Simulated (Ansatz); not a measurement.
# ClF2NbO: small, medium and large basis sets

The task here is to estimate one member of a computed series from the others.

Program: Ansatz 0.2.0, Gaussian basis. Level of theory: one geometry, several basis sets. These are calculated values, not measurements.

Plan: PBE0-D4/def2-SVP; ωB97M-V/def2-SVP; PBE0-D4/def2-QZVPP; ωB97M-V/def2-QZVPP; the functionals' def2-TZVPP values are taken from earlier runs.

### The relaxed structure

The geometry comes from an earlier relaxation with PBE0-D4 in a triple-zeta def2 set; it is a stationary point. Nb takes the def2 core potential; no spin-orbit term is included.

SMILES `[O]=[Nb]([F])([F])[Cl]`, 5 atoms, charge 0, spin multiplicity 1.

Atoms are counted from 1 here; the program's logs count them from 0.

Bond lengths: O1–Nb2 1.679 Å, Nb2–F3 1.853 Å, Nb2–F4 1.853 Å, Nb2–Cl5 2.282 Å. Angles: O1–Nb2–F3 107.6°, O1–Nb2–F4 107.6°, O1–Nb2–Cl5 108.1°, F3–Nb2–F4 111.4°, F3–Nb2–Cl5 111.0°, F4–Nb2–Cl5 111.0°.

The first run:

The input, in.yaml:

```yaml
crystal:
  periodic: [false, false, false]
  atoms:
    - {symbol: O, position_ang: [-0.568492, -0.120534, 1.597750]}
    - {symbol: Nb, position_ang: [0.001467, -0.096338, 0.019079]}
    - {symbol: F, position_ang: [1.648809, -0.944735, 0.006020]}
    - {symbol: F, position_ang: [-1.230633, -0.994090, -1.034321]}
    - {symbol: Cl, position_ang: [0.198649, 2.082096, -0.630027]}
basis:
  gaussian: {orbitals: def2-SVP}
hamiltonian: {xc: pbe0, dispersion: d4}
output: {orbitals: {seedname: orbitals}}
```

Steps of the session up to this table: PBE0-D4 in def2-SVP; ωB97M-V in def2-SVP; PBE0-D4 in def2-QZVPP; ωB97M-V in def2-QZVPP.

One table of the session follows, with a row left open; its other results are not shown here.

It belongs to the step «Functionals by basis». 

| functional | basis | HOMO (eV) | LUMO (eV) |
| --- | --- | --- | --- |
| PBE0-D4 | def2-SVP | ? | ? |
| PBE0-D4 | def2-TZVPP | -9.94 | -2.68 |
| PBE0-D4 | def2-QZVPP | -9.95 | -2.69 |
| ωB97M-V | def2-SVP | -12.13 | -0.47 |
| ωB97M-V | def2-TZVPP | -12.19 | -0.48 |
| ωB97M-V | def2-QZVPP | -12.21 | -0.50 |

Q: Estimate the row for PBE0-D4, def2-SVP from the others.

As computed: HOMO (eV): -9.92; LUMO (eV): -2.70. In the column «HOMO (eV)» it is the highest.
